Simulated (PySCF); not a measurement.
**SiOs (triplet): changing the method**

Starting from one script, swap the method and compare what comes out for SiOs (triplet).

Computed with PySCF 2.14.0. Level: method and basis as typed in the scripts.

5 further runs of the same task are left out: 1 for a known fault of the program, 4 that didn't finish.

**1. Where the work starts**

SiOs (triplet): 2 atoms, charge 0, spin multiplicity 3.

Bond lengths: Si1–Os2 2.340 Å.

**2. The base run**

input.py

```python
from pyscf import gto, scf, mp

mol = gto.M(
    atom='Si 0 0 0; Os 0 0 2.34',
    basis='x2c-svpall',
    charge=0,
    spin=2,
    verbose=4,
)
mf = scf.UHF(mol)
mf = mf.sfx2c1e()
mf.kernel()
mp.MP2(mf).kernel()
mf.dip_moment()
print('orbital energies (hartree):', [e[max(0, n-3):n+3].round(4) for e, n in zip(mf.mo_energy, mol.nelec)])
```

The run is started by

```
OMP_NUM_THREADS=1 python input.py
```

**3. Stability test**

Run 1 changes step after the SCF: mp2 → stability.

Edit input.py of step 2 so:

```diff
@@ -1,2 +1,2 @@
-from pyscf import gto, scf, mp
+from pyscf import gto, scf
 
@@ -12,3 +12,3 @@
 mf.kernel()
-mp.MP2(mf).kernel()
+mf.stability(internal=True, external=True)
 mf.dip_moment()
```

**4. Frozen orbitals 29**

Run 2 changes frozen orbitals: none → 29.

Edit input.py of step 2 so:

```diff
@@ -12,3 +12,3 @@
 mf.kernel()
-mp.MP2(mf).kernel()
+mp.MP2(mf, frozen=29).kernel()
 mf.dip_moment()
```

**Question.** What will these runs give? Wanted: for each run, E(SCF); from base; gap, α spin; SCF dipole; after the SCF.

The runs gave:

```csv
run,E(SCF) (hartree),from base (eV),cycles,"gap, α spin (eV)",SCF dipole (D),after the SCF
base,-17540.827624,0,24,8.35,1.69,MP2 correlation -14.791 eV
stability test,-17540.827624,0.0000,24,8.35,1.69,"unstable: internal, real -> complex, UHF/UKS -> GHF/GKS"
frozen orbitals 29,-17540.827624,0.0000,24,8.35,1.69,"MP2 correlation -12.421 eV, core frozen"
```

**Reading.** Total energies from different bases, Hamiltonians or methods carry different errors, so properties are taken as differences within one set-up.
